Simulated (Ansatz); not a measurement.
# ClH5MgOSi (built from SMILES O.[SiH3][Mg][Cl]): a reaction path by the nudged elastic band

What path joins these two structures, and how high does it climb? Both ends were relaxed at PBE0-D4 in triple zeta.

Method: PBE0-D4/def2-SVP; program: Ansatz 0.2.0, Gaussian basis.

24 further runs of the same task are left out: 2 that didn't finish, 22 set aside as unsound or not needed.

## 1. The system as given

The first end: 9 atoms, charge 0, spin multiplicity 1.

Atoms are counted from 1 here; the program's logs count them from 0.

Bond lengths: Mg1–Si2 2.570 Å, Mg1–Cl3 2.236 Å, Mg1–O5 2.063 Å, Si2–H6 1.496 Å, Si2–H7 1.500 Å, Si2–H8 1.496 Å, H4–O5 0.960 Å, O5–H9 0.965 Å. Angles: Si2–Mg1–Cl3 154.6°, Si2–Mg1–O5 113.6°, Cl3–Mg1–O5 91.7°, Mg1–Si2–H6 114.2°, Mg1–Si2–H7 112.3°, Mg1–Si2–H8 114.2°, H6–Si2–H7 104.9°, H6–Si2–H8 105.4°, H7–Si2–H8 104.8°, Mg1–O5–H4 137.5°, Mg1–O5–H9 112.3°, H4–O5–H9 110.2°.

Coordinates:

```
Mg   -0.3779   -0.8682   -0.2985
Si    0.2952    0.3780    1.8461
Cl   -1.1680   -2.6067   -1.4609
H     0.2727    1.0884   -2.2593
O    -0.0706    0.2241   -2.0214
H     1.3389   -0.3189    2.6596
H     0.8706    1.7331    1.5608
H    -0.8381    0.6334    2.7882
H    -0.3229   -0.2635   -2.8146
```

The second end:

```xyz
9
ClH5MgOSi
Mg   -0.46701   -0.79570   -1.30938
Si    0.35921    0.50240    1.55965
Cl   -1.03374   -2.38507    0.09979
H     0.24781    0.61167    0.06017
O    -0.13977    0.23370   -2.71781
H     1.25315   -0.62891    1.88099
H     0.95983    1.79465    1.96938
H    -0.99837    0.34100    2.11892
H    -0.18113    0.32615   -3.66173
```

## 2. The band at PBE0-D4/def2-SVP

Input file neb/in.yaml:

```yaml
crystal:
  periodic: [false, false, false]
  atoms:
    - {symbol: Mg, position_ang: [-0.377899, -0.868179, -0.298529]}
    - {symbol: Si, position_ang: [0.295190, 0.378031, 1.846060]}
    - {symbol: Cl, position_ang: [-1.167956, -2.606693, -1.460858]}
    - {symbol: H, position_ang: [0.272672, 1.088381, -2.259321]}
    - {symbol: O, position_ang: [-0.070557, 0.224125, -2.021426]}
    - {symbol: H, position_ang: [1.338944, -0.318866, 2.659590]}
    - {symbol: H, position_ang: [0.870587, 1.733136, 1.560820]}
    - {symbol: H, position_ang: [-0.838099, 0.633415, 2.788224]}
    - {symbol: H, position_ang: [-0.322882, -0.263451, -2.814560]}
basis:
  gaussian: {orbitals: def2-SVP}
hamiltonian: {xc: pbe0, dispersion: d4}
neb:
  images: 5
  climbing: true
  max_iterations: 40
  initial_path: idpp
  final_atoms:
    - {symbol: Mg, position_ang: [-0.467007, -0.795700, -1.309379]}
    - {symbol: Si, position_ang: [0.359210, 0.502396, 1.559651]}
    - {symbol: Cl, position_ang: [-1.033736, -2.385066, 0.099790]}
    - {symbol: H, position_ang: [0.247809, 0.611669, 0.060175]}
    - {symbol: O, position_ang: [-0.139769, 0.233699, -2.717806]}
    - {symbol: H, position_ang: [1.253152, -0.628909, 1.880993]}
    - {symbol: H, position_ang: [0.959835, 1.794652, 1.969376]}
    - {symbol: H, position_ang: [-0.998369, 0.341004, 2.118925]}
    - {symbol: H, position_ang: [-0.181126, 0.326154, -3.661725]}
```

On the command line:

```console
> ansatz run in.yaml --threads 4 --pin off --events-out ev --progress --plain --max-ram 9574MiB
```

Log:

```text
Functional definition: PBE0
  name "PBE0"
  cite "Adamo & Barone, J. Chem. Phys. 110, 6158 (1999) doi:10.1063/1.478522"
  cite "Perdew, Burke & Ernzerhof, Phys. Rev. Lett. 77, 3865 (1996) doi:10.1103/PhysRevLett.77.3865"
  parent pbe
  parameter a = 0.25
  parameter kappa = 0.804
  parameter beta = 0.06672455060314922
  exchange = (1 - a)*pbe_x(kappa = kappa, mu = beta*pi^2/3) + a*exact_x
  correlation = pbe_c(beta = beta)
910 factors; integrals over basis functions are off by at most 2.7e-4 eV
mean field evaluation 1: about -27949.8223 eV, gradient 4.3e1 eV
mean field evaluation 2: about -27948.1343 eV, gradient 5.5e1 eV
mean field evaluation 4: about -27953.4654 eV, gradient 1.2e0 eV
mean field evaluation 8: about -27953.5141 eV, gradient 8.5e-3 eV
mean field -27953.51408466 eV, -1027.2726950389 hartree, gradient 8.2e-5 eV, S^2 0.000000; 0 other end points of the search recorded, 0 dependent functions left out
the calculation of the forces begins
reference -27953.51412069 eV, -1027.2726963629 hartree; 28, 28 occupied and 65, 65 virtual orbitals, 910 factors
[... from here to the last solve, the lines of the solves are left out (140 solves) ...]
WARN: NEB end point (image 0): max|allowed force component| = 2.376e-1 eV/Å (the criterion of neb.relax_end_points is 1.000e-2). That is over neb.f_tol: it is no minimum, so the barrier can be far off. Relax it first
WARN: NEB end point (image 6): max|allowed force component| = 2.607e-1 eV/Å (the criterion of neb.relax_end_points is 1.000e-2). That is over neb.f_tol: it is no minimum, so the barrier can be far off. Relax it first
NEB iter   1: max|band force component| = 5.013e0 eV/Å  barrier→ = 3.8267 eV  barrier← = 3.7267 eV  Δτ_max = 0.2000 Å  (179 SCF iters)
NEB iter   2: max|band force component| = 4.261e0 eV/Å  barrier→ = 2.8190 eV  barrier← = 2.7190 eV  Δτ_max = 0.2000 Å  (145 SCF iters)
NEB iter   3: max|band force component| = 1.309e1 eV/Å  barrier→ = 2.0011 eV  barrier← = 1.9011 eV  Δτ_max = 0.1018 Å  (144 SCF iters)
NEB iter   4: max|band force component| = 3.809e0 eV/Å  barrier→ = 1.6821 eV  barrier← = 1.5821 eV  Δτ_max = 0.2000 Å  (143 SCF iters)
NEB iter   5: max|band force component| = 2.016e0 eV/Å  barrier→ = 1.2206 eV  barrier← = 1.1206 eV  Δτ_max = 0.2000 Å  (144 SCF iters)
NEB iter   6: max|band force component| = 9.972e-1 eV/Å  barrier→ = 1.0769 eV  barrier← = 0.9770 eV  Δτ_max = 0.2000 Å  (144 SCF iters)
NEB iter   7: max|band force component| = 1.428e0 eV/Å  barrier→ = 0.8509 eV  barrier← = 0.7509 eV  Δτ_max = 0.1003 Å  (140 SCF iters)
NEB iter   8: max|band force component| = 1.271e0 eV/Å  barrier→ = 0.7118 eV  barrier← = 0.6118 eV  Δτ_max = 0.1014 Å  (143 SCF iters)
NEB iter   9: max|band force component| = 7.388e-1 eV/Å  barrier→ = 0.6203 eV  barrier← = 0.5203 eV  CI = image 3  Δτ_max = 0.1945 Å  (142 SCF iters)
NEB iter  10: max|band force component| = 8.742e-1 eV/Å  barrier→ = 0.7316 eV  barrier← = 0.6316 eV  CI = image 3  Δτ_max = 0.0991 Å  (144 SCF iters)
NEB iter  11: max|band force component| = 9.768e-1 eV/Å  barrier→ = 0.7865 eV  barrier← = 0.6865 eV  CI = image 3  Δτ_max = 0.1976 Å  (144 SCF iters)
NEB iter  12: max|band force component| = 5.346e-1 eV/Å  barrier→ = 0.9976 eV  barrier← = 0.8976 eV  CI = image 3  Δτ_max = 0.2000 Å  (142 SCF iters)
NEB iter  13: max|band force component| = 1.009e0 eV/Å  barrier→ = 1.1639 eV  barrier← = 1.0639 eV  CI = image 3  Δτ_max = 0.0998 Å  (142 SCF iters)
NEB iter  14: max|band force component| = 7.798e-1 eV/Å  barrier→ = 1.0625 eV  barrier← = 0.9625 eV  CI = image 3  Δτ_max = 0.0987 Å  (145 SCF iters)
NEB iter  15: max|band force component| = 4.132e-1 eV/Å  barrier→ = 1.0575 eV  barrier← = 0.9575 eV  CI = image 3  Δτ_max = 0.0927 Å  (143 SCF iters)
NEB iter  16: max|band force component| = 8.932e-2 eV/Å  barrier→ = 1.0450 eV  barrier← = 0.9451 eV  CI = image 3  Δτ_max = 0.0379 Å  (144 SCF iters)
NEB iter  17: max|band force component| = 1.199e-1 eV/Å  barrier→ = 1.0398 eV  barrier← = 0.9398 eV  CI = image 3  Δτ_max = 0.0190 Å  (140 SCF iters)
NEB iter  18: max|band force component| = 1.008e-1 eV/Å  barrier→ = 1.0386 eV  barrier← = 0.9387 eV  CI = image 3  Δτ_max = 0.0380 Å  (141 SCF iters)
NEB iter  19: max|band force component| = 1.015e-1 eV/Å  barrier→ = 1.0354 eV  barrier← = 0.9354 eV  CI = image 3  Δτ_max = 0.0380 Å  (148 SCF iters)
NEB iter  20: max|band force component| = 2.181e-1 eV/Å  barrier→ = 1.0338 eV  barrier← = 0.9338 eV  CI = image 3  Δτ_max = 0.0190 Å  (141 SCF iters)
910 factors; integrals over basis functions are off by at most 1.0e-3 eV
mean field -27953.06842464 eV, -1027.2563173351 hartree, gradient 5.8e-6 eV, S^2 0.000000; 0 other end points of the search recorded, 0 dependent functions left out
the calculation of the forces begins
reference -27953.06846126 eV, -1027.2563186810 hartree; 28, 28 occupied and 65, 65 virtual orbitals, 910 factors
NEB iter  21: max|band force component| = 4.865e-2 eV/Å  barrier→ = 1.0326 eV  barrier← = 0.9327 eV  CI = image 3  CI's point: of a kind that is not told: the force calls were inconclusive, a negative curvature could not be distinguished from the path's own, the only one lies far off the path, or fixed occupations may fill a level only in part  Δτ_max = 0.0000 Å  (883 SCF iters)
Total energy: -27952.61054089 eV, -1027.2394904178 hartree
Atom 0 at    -0.620679    -1.263954    -0.711367 Å, force    -0.011857     0.015600     0.011785 eV/Å
Atom 1 at     0.365734     0.689348     1.157345 Å, force    -0.003255    -0.005356     0.009373 eV/Å
Atom 2 at    -1.400683    -3.288010    -0.321944 Å, force     0.004326     0.003385     0.000152 eV/Å
Atom 3 at     0.168180     0.554409    -0.644294 Å, force    -0.008365    -0.000758    -0.003094 eV/Å
Atom 4 at    -0.163823     0.165851    -1.836686 Å, force     0.043758    -0.020902    -0.042446 eV/Å
Atom 5 at     1.356948    -0.199164     1.851690 Å, force    -0.000885    -0.001601    -0.002032 eV/Å
Atom 6 at     0.954973     2.066810     1.132115 Å, force     0.000995     0.003155    -0.000652 eV/Å
Atom 7 at    -0.856014     0.749273     2.028153 Å, force     0.003806    -0.002113    -0.006677 eV/Å
Atom 8 at     0.195363     0.525336    -2.655012 Å, force    -0.028523     0.008589     0.033591 eV/Å
Dipole moment:     0.267556     0.510133    -0.532163 e Å
```

Wall time 3.5 min (4 threads of Intel Xeon at 2.70GHz, shared host).

The last band:

| image | path (Å) | energy (kJ/mol) | Mg1–O5 (Å) | Si2–H4 (Å) | Mg1–Si2 (Å) | H4–O5 (Å) |
| --- | --- | --- | --- | --- | --- | --- |
| 0 | 0.00 | 0.0 | 2.06 | 4.17 | 2.57 | 0.96 |
| 1 | 1.08 | 2.4 | 2.07 | 3.37 | 2.58 | 0.97 |
| 2 | 2.15 | 21.1 | 2.06 | 2.62 | 2.61 | 0.98 |
| 3 | 3.23 | 99.6 | 1.88 | 1.82 | 2.88 | 1.30 |
| 4 | 4.15 | 28.7 | 1.77 | 1.51 | 3.36 | 2.17 |
| 5 | 5.08 | 13.1 | 1.76 | 1.50 | 3.42 | 2.64 |
| 6 | 6.00 | 9.6 | 1.77 | 1.51 | 3.26 | 2.83 |

The highest image, 3:

```
Mg   -0.62068   -1.26395   -0.71137
Si    0.36573    0.68935    1.15735
Cl   -1.40068   -3.28801   -0.32194
H     0.16818    0.55441   -0.64429
O    -0.16382    0.16585   -1.83669
H     1.35695   -0.19916    1.85169
H     0.95497    2.06681    1.13211
H    -0.85601    0.74927    2.02815
H     0.19536    0.52534   -2.65501
```

## 3. What came out

| quantity | value |
| --- | --- |
| PBE0-D4/def2-SVP, 21 iterations | highest 99.6 kJ/mol (image 3), last end +9.6 kJ/mol |
| from earlier runs: barrier over the separately found saddle, CCSD(T)/def2-TZVPP | 100.8 kJ/mol |

The highest image lies 99.6 kJ/mol above the first end, and it climbed, so it estimates the saddle. The ends are not quite minima at this level (largest force component 0.26 eV/Å), so the heights are unreliable: relaxing the first end would lower it and raise the barrier above it. The highest image is 1.1 kJ/mol below the CCSD(T) barrier in triple zeta, which comes from separate runs on the saddle.
